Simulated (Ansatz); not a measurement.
**PBE/cc-pVDZ run of BSiNH2ClF (SMILES F[Si]1(Cl)BN1)**

What is the vertical singlet–triplet gap of BSiNH2ClF at PBE/cc-pVDZ? 

Program for the calculation: Ansatz 0.2.0.

139 further runs of the same task are left out: 139 set aside as unsound or not needed.

## (1) The system as given

BSiNH2ClF has 7 atoms, charge 0, and is taken as a singlet. SMILES: `F[Si]1(Cl)BN1`. Geometry: relaxed at PBE0-D4/def2-TZVP.

Bond lengths: F1–Si2 1.589 Å, Si2–Cl3 2.036 Å, Si2–B4 1.896 Å, Si2–N5 1.717 Å, B4–N5 1.402 Å, B4–H6 1.186 Å, N5–H7 1.011 Å. Some angles: F1–Si2–Cl3 104.6°, F1–Si2–B4 126.6°, F1–Si2–N5 115.8°, Cl3–Si2–B4 128.7°, Cl3–Si2–N5 116.7°, B4–Si2–N5 45.3°, Si2–B4–N5 60.6°, Si2–N5–B4 74.1°, Si2–B4–H6 164.3°, N5–B4–H6 135.1°.

## (2) A single-point energy at PBE/cc-pVDZ

run.yaml reads:

```yaml
crystal:
  periodic: [false, false, false]
  atoms:
    - symbol: F
      position_ang: [-0.412200, -2.179200, -0.210300]
    - symbol: Si
      position_ang: [-0.003600, -0.782500, 0.428000]
    - symbol: Cl
      position_ang: [1.448800, -1.240300, 1.779600]
    - symbol: B
      position_ang: [-0.771300, 0.907300, 0.039600]
    - symbol: "N"
      position_ang: [0.347500, 0.475500, -0.686800]
    - symbol: H
      position_ang: [-1.454900, 1.876800, 0.033100]
    - symbol: H
      position_ang: [0.906900, 0.874400, -1.428900]
basis:
  gaussian:
    orbitals: cc-pVDZ
hamiltonian:
  xc: pbe
output:
  orbitals: {seedname: orbitals}
accuracy: high
```

Command:

```
ansatz run run.yaml --threads 1 --pin off --max-ram 2610MiB --events-out events.jsonl --progress --plain --runs-dir runs
```

Standard output:

```text
Warning: RAYON_NUM_THREADS=1 ignored (pool sized by the plan → 1); use --threads N
Functional definition: PBE
  name "PBE"
  parameter kappa = 0.804
  parameter beta = 0.06672455060314922
  exchange = pbe_x(kappa = kappa, mu = beta*pi^2/3)
  correlation = pbe_c(beta = beta)
1963 factors; integrals over basis functions are off by at most 3.6e-9 eV
mean field evaluation 1: about -25295.5801 eV, gradient 6.4e1 eV
mean field evaluation 2: about -25263.0212 eV, gradient 1.3e2 eV
mean field evaluation 4: about -25304.0032 eV, gradient 1.2e1 eV
mean field evaluation 8: about -25304.2593 eV, gradient 5.7e-1 eV
mean field evaluation 16: about -25304.2602 eV, gradient 3.4e-5 eV
mean field -25304.26017840 eV, -929.9144097125 hartree, gradient 1.8e-8 eV, S^2 0.000000; 0 other end points of the search recorded, 0 dependent functions left out
reference -25304.26018162 eV, -929.9144098309 hartree; 27, 27 occupied and 61, 61 virtual orbitals, 1963 factors
Total energy: -25304.26018162 eV, -929.9144098309 hartree
```

It took 8.4 s on 1 thread of Arm Neoverse V1, shared host; peak memory 0.21 GiB.

## (3) The triplet

run.yaml, as its differences from that of step 2:

```diff
@@ -20,6 +20,8 @@
     orbitals: cc-pVDZ
+magnetization:
+  spin_polarized: true
+  initial_magnetization: 2
 hamiltonian:
-  xc: pbe
-output:
-  orbitals: {seedname: orbitals}
+  xc: {name: PBE}
 accuracy: high
+output: {orbitals: {seedname: orbitals}}
```

Command:

```
ansatz run run.yaml --threads 1 --pin off --max-ram 2610MiB --events-out events.jsonl --progress --plain --runs-dir runs
```

Standard output:

```text
Warning: RAYON_NUM_THREADS=1 ignored (pool sized by the plan → 1); use --threads N
Functional definition: PBE
  name "PBE"
  parameter kappa = 0.804
  parameter beta = 0.06672455060314922
  exchange = pbe_x(kappa = kappa, mu = beta*pi^2/3)
  correlation = pbe_c(beta = beta)
1963 factors; integrals over basis functions are off by at most 3.6e-9 eV
mean field evaluation 1: about -25282.3017 eV, gradient 5.6e1 eV
mean field evaluation 2: about -25152.7085 eV, gradient 1.4e2 eV
mean field evaluation 4: about -25293.0780 eV, gradient 3.7e1 eV
mean field evaluation 8: about -25299.8626 eV, gradient 3.5e-1 eV
mean field evaluation 16: about -25299.8619 eV, gradient 4.5e-3 eV
mean field evaluation 32: about -25298.8864 eV, gradient 9.5e0 eV
mean field evaluation 64: about -25299.8168 eV, gradient 3.7e-1 eV
mean field -25299.86185904 eV, -929.7527744575 hartree, gradient 4.3e-8 eV, S^2 2.003448; 6 other end points of the search recorded, 0 dependent functions left out
reference -25299.86186239 eV, -929.7527745805 hartree; 28, 26 occupied and 60, 62 virtual orbitals, 1963 factors
Total energy: -25299.86186239 eV, -929.7527745805 hartree
```

It took 29 s on 1 thread of Arm Neoverse V1, shared host; peak memory 0.3 GiB.

## (4) Summary of results

At PBE/cc-pVDZ:

```
                                        quantity          value
                           singlet: total energy  -929.91441 Eh
                            singlet: HOMO energy       -6.34 eV
                            singlet: LUMO energy       -1.64 eV
                          singlet: HOMO–LUMO gap        4.70 eV
                           triplet: total energy  -929.75277 Eh
     triplet: HOMO energy (highest over α and β)       -2.09 eV
                                   triplet: ⟨S²⟩          2.003
vertical energy of the triplet above the singlet       4.398 eV
```

At this shape the triplet lies 4.40 eV (424 kJ/mol) above the singlet.
